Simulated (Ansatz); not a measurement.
# FH₁₂NO₃Si₄: a saddle search

Aim: find the first-order saddle near the start with the program's own search, from a guess of the mode.

Computed with Ansatz 0.2.0, Gaussian basis. Level: revPBE-D4/def2-TZVP.

1 further run of the same task is left out (it didn't finish).

### 1 Where the work starts

The start, a known saddle point with all atoms moved at random by about 0.06 Å a coordinate: 21 atoms, charge 0, spin multiplicity 1.

Atoms are counted from 1 here; the program's logs count them from 0.

Bond lengths: Si1–O4 1.661 Å, Si1–O6 1.647 Å, Si1–F8 1.627 Å, Si1–N10 1.787 Å, O2–Si3 1.699 Å, Si3–H11 1.549 Å, Si3–H12 1.416 Å, Si3–H13 1.528 Å, O4–Si5 1.750 Å, Si5–H14 1.449 Å, Si5–H15 1.604 Å, Si5–H16 1.241 Å, O6–Si7 1.617 Å, Si7–H17 1.525 Å, Si7–H18 1.525 Å, Si7–H19 1.566 Å, H9–N10 1.109 Å, N10–H20 1.126 Å and more. Angles: O4–Si1–O6 119.6°, O4–Si1–F8 106.1°, O4–Si1–N10 115.0°, O6–Si1–F8 101.7°, O6–Si1–N10 114.1°, F8–Si1–N10 95.7°, O2–Si3–H11 109.0°, O2–Si3–H12 112.5°, O2–Si3–H13 106.3°, H11–Si3–H12 113.1°, H11–Si3–H13 101.0°, H12–Si3–H13 114.0°, Si1–O4–Si5 135.7°, O4–Si5–H14 92.6°, O4–Si5–H15 102.3°, O4–Si5–H16 113.1°, H14–Si5–H15 110.8°, H14–Si5–H16 119.7° and more.

Geometry (Å):

| atom | x (Å) | y (Å) | z (Å) |
| --- | --- | --- | --- |
| Si1 | 0.5483 | -0.7160 | 1.4481 |
| O2 | 0.1706 | 0.5679 | -0.4177 |
| Si3 | -0.1536 | 1.3669 | -1.8812 |
| O4 | -1.0067 | -0.2794 | 1.8349 |
| Si5 | -2.2847 | 0.6272 | 1.0545 |
| O6 | 0.8078 | -1.9128 | 0.3462 |
| Si7 | 0.5395 | -2.1196 | -1.2349 |
| F8 | 1.1832 | -1.3654 | 2.7983 |
| H9 | 1.3838 | 1.0591 | 0.3657 |
| N10 | 1.7081 | 0.6397 | 1.3392 |
| H11 | -1.2962 | 2.3879 | -1.6564 |
| H12 | 1.0053 | 1.9461 | -2.4513 |
| H13 | -0.8467 | 0.3466 | -2.7832 |
| H14 | -3.1939 | 0.4304 | 2.1657 |
| H15 | -1.6954 | 2.1194 | 1.0573 |
| H16 | -2.5794 | 0.1856 | -0.0667 |
| H17 | 1.5132 | -1.3206 | -2.0953 |
| H18 | 0.7361 | -3.6260 | -1.3730 |
| H19 | -0.9883 | -1.9056 | -1.5040 |
| H20 | 2.7625 | 0.2769 | 1.1823 |
| H21 | 1.6827 | 1.2388 | 2.2144 |

### 2 The search

run/in.yaml

```yaml
crystal:
  periodic: [false, false, false]
  atoms:
    - {symbol: Si, position_ang: [0.548253, -0.715963, 1.448135]}
    - {symbol: O, position_ang: [0.170580, 0.567920, -0.417706]}
    - {symbol: Si, position_ang: [-0.153612, 1.366874, -1.881206]}
    - {symbol: O, position_ang: [-1.006672, -0.279402, 1.834862]}
    - {symbol: Si, position_ang: [-2.284655, 0.627239, 1.054534]}
    - {symbol: O, position_ang: [0.807774, -1.912768, 0.346167]}
    - {symbol: Si, position_ang: [0.539486, -2.119649, -1.234912]}
    - {symbol: F, position_ang: [1.183240, -1.365386, 2.798344]}
    - {symbol: H, position_ang: [1.383823, 1.059058, 0.365664]}
    - {symbol: N, position_ang: [1.708135, 0.639658, 1.339214]}
    - {symbol: H, position_ang: [-1.296220, 2.387935, -1.656403]}
    - {symbol: H, position_ang: [1.005342, 1.946149, -2.451269]}
    - {symbol: H, position_ang: [-0.846683, 0.346637, -2.783173]}
    - {symbol: H, position_ang: [-3.193888, 0.430447, 2.165736]}
    - {symbol: H, position_ang: [-1.695392, 2.119401, 1.057297]}
    - {symbol: H, position_ang: [-2.579448, 0.185577, -0.066728]}
    - {symbol: H, position_ang: [1.513238, -1.320604, -2.095287]}
    - {symbol: H, position_ang: [0.736112, -3.626047, -1.372976]}
    - {symbol: H, position_ang: [-0.988339, -1.905586, -1.503964]}
    - {symbol: H, position_ang: [2.762539, 0.276882, 1.182276]}
    - {symbol: H, position_ang: [1.682733, 1.238801, 2.214427]}
basis:
  gaussian: {orbitals: def2-TZVP}
hamiltonian: {xc: {name: revPBE}, dispersion: d4}
saddle:
  f_tol: 0.05
  max_steps: 40
  mode_guess:
    - [0.1568, -0.1061, 0.2886]
    - [0.1089, 0.2263, -0.1025]
    - [0.0048, 0.1324, -0.1274]
    - [0.0752, -0.0579, -0.0534]
    - [0.0779, -0.0374, -0.0038]
    - [-0.0058, 0.0504, 0.0684]
    - [0.0010, 0.0463, 0.0783]
    - [0.0011, -0.1868, 0.2149]
    - [-0.5166, -0.1432, -0.5035]
    - [-0.0341, -0.1212, 0.0849]
    - [-0.0356, 0.0740, -0.0840]
    - [-0.0094, 0.0750, -0.1135]
    - [0.0123, 0.0499, -0.0126]
    - [0.0791, -0.0428, -0.0060]
    - [0.0994, -0.0402, 0.0201]
    - [0.0583, -0.0115, -0.0160]
    - [0.0236, 0.0370, 0.0878]
    - [-0.0315, 0.0402, 0.0612]
    - [0.0049, 0.0778, 0.0745]
    - [-0.0237, -0.0426, 0.0444]
    - [-0.0468, -0.0196, -0.0003]
```

Command:

```console
$ ansatz run in.yaml --threads 4 --pin off --events-out ev --progress --plain --max-ram 46080MiB --backend cuda --devices 0, --max-vram 37GiB
```

What does the calculation give? Wanted: energy change; last largest force; RMSD from the start; RMSD from the known saddle.

As calculated:

```
                  quantity          value
                     steps             17
             energy change  -183.5 kJ/mol
        last largest force    0.0009 eV/Å
       RMSD from the start        0.099 Å
RMSD from the known saddle        0.042 Å
```

It converged in 17 steps at a force tolerance of 0.05 eV/Å. It is back at the known saddle, up to the shift that another level brings.
